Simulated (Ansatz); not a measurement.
# Vanadium, beta-Sn type under LDA: structure, energy and stiffness

Aim: take vanadium in the beta-Sn type structure, relax it, solve it on a dense k-mesh, switch on spin-orbit coupling, then scale the cell to 7 volumes from 88 to 112 % of the relaxed one and try a fit of the equation of state. The k-meshes are 14×14×9 for the relaxation; 25×25×21 for the dense run; 15×15×13 for spin-orbit coupling; 17×17×14 for the volumes.

Computed with Ansatz 0.2.0 (DFT LDA (PW92), plane waves (420 eV) with PAW, scalar-relativistic; PAW files made under PBE, frozen cores solved again for the functional, unless a step says otherwise).

### Step 1. The system as given

The structure is tetragonal, space group I4_1/amd (No. 141). Conventional cell: a = 4.738 Å, b = 4.738 Å, c = 2.587 Å, α = 90.00°, β = 90.00°, γ = 90.00°. V (site symmetry -4m2) is surrounded by 6 V at 2.46 to 2.59 Å.

Coordinates:

```
CELL_PARAMETERS angstrom
-2.36898 2.36898 1.29346
2.36898 -2.36898 1.29346
2.36898 2.36898 -1.29346
ATOMIC_POSITIONS crystal
V 0.00000 0.00000 0.00000
V 0.75000 0.25000 0.50000
```

### Step 2. Geometry optimisation

The input, input.yaml:

```yaml
crystal:
  lattice:
    - [-2.3689760777, 2.3689760777, 1.2934609384]
    - [2.3689760777, -2.3689760777, 1.2934609384]
    - [2.3689760777, 2.3689760777, -1.2934609384]
  atoms:
    - { symbol: V, position: [0.0, 0.0, 0.0] }
    - { symbol: V, position: [0.75, 0.25, 0.5] }
hamiltonian:
  xc: lda
  pseudopotentials:
    kind: paw
    azcp:
      V: "pseudopotentials/V.paw.azcp"
basis:
  ecutwfc: 420
  fft_grid_basis: typed
kpoints:
  mp_grid: { grid: [14, 14, 9], shift: [0, 0, 0] }
magnetization:
  spin_polarized: false
scf:
  occupations: { method: fermi_dirac, width: 0.1 }
relax:
  max_steps: 60
  f_tol: 0.01
  cell: {}
```

Command:

```console
> ansatz run input.yaml --threads 2 --pin off --max-ram 5120MiB --backend cpu --events-out ev --progress --plain --runs-dir out
```

Further steps of the session: The energy on a finer k-mesh; A two-component run at the same geometry; Volume × 0.88; Volume × 0.92; Volume × 0.96; Volume × 1.0; Volume × 1.04; Volume × 1.08; Volume × 1.12.

**Question.** What will these runs give? Wanted: space group; conventional cell; volume; shortest distance; gap on the mesh; relative to bcc; V₀, B₀, B₀′.

The runs gave:

| quantity | value |
| --- | --- |
| space group (spins left aside) | Fddd (No. 70) |
| conventional cell | a = 2.348 Å, b = 4.928 Å, c = 8.779 Å |
| volume | 12.698 Å³/atom |
| shortest distance | 2.348 Å |
| gap on the mesh | none (levels filled in part) |
| relative to bcc | +112 meV/atom |
| V₀, B₀, B₀′ | 12.680 Å³/atom, 205 GPa, 3.8 |

**Reading.** The relaxation shrank the cell by 12.5 % in volume. The cell has left its prototype: it ends as Fddd. What follows belongs to that structure, not to the type named at the start. The mesh has less symmetry than the lattice, which may have let the distortion in. It lies 112 meV/atom above the element's reference form at the same level (bcc, from a run of its own). No gap shows: it is a metal or semimetal at this level. The total energy of the spin-orbit run (on a coarser mesh) lies -87 meV/atom from the scalar one; mesh and treatment of the core enter this figure, so it is no spin-orbit energy. The fitted modulus is 205 GPa; letting shape and positions relax at each volume could only lower it.
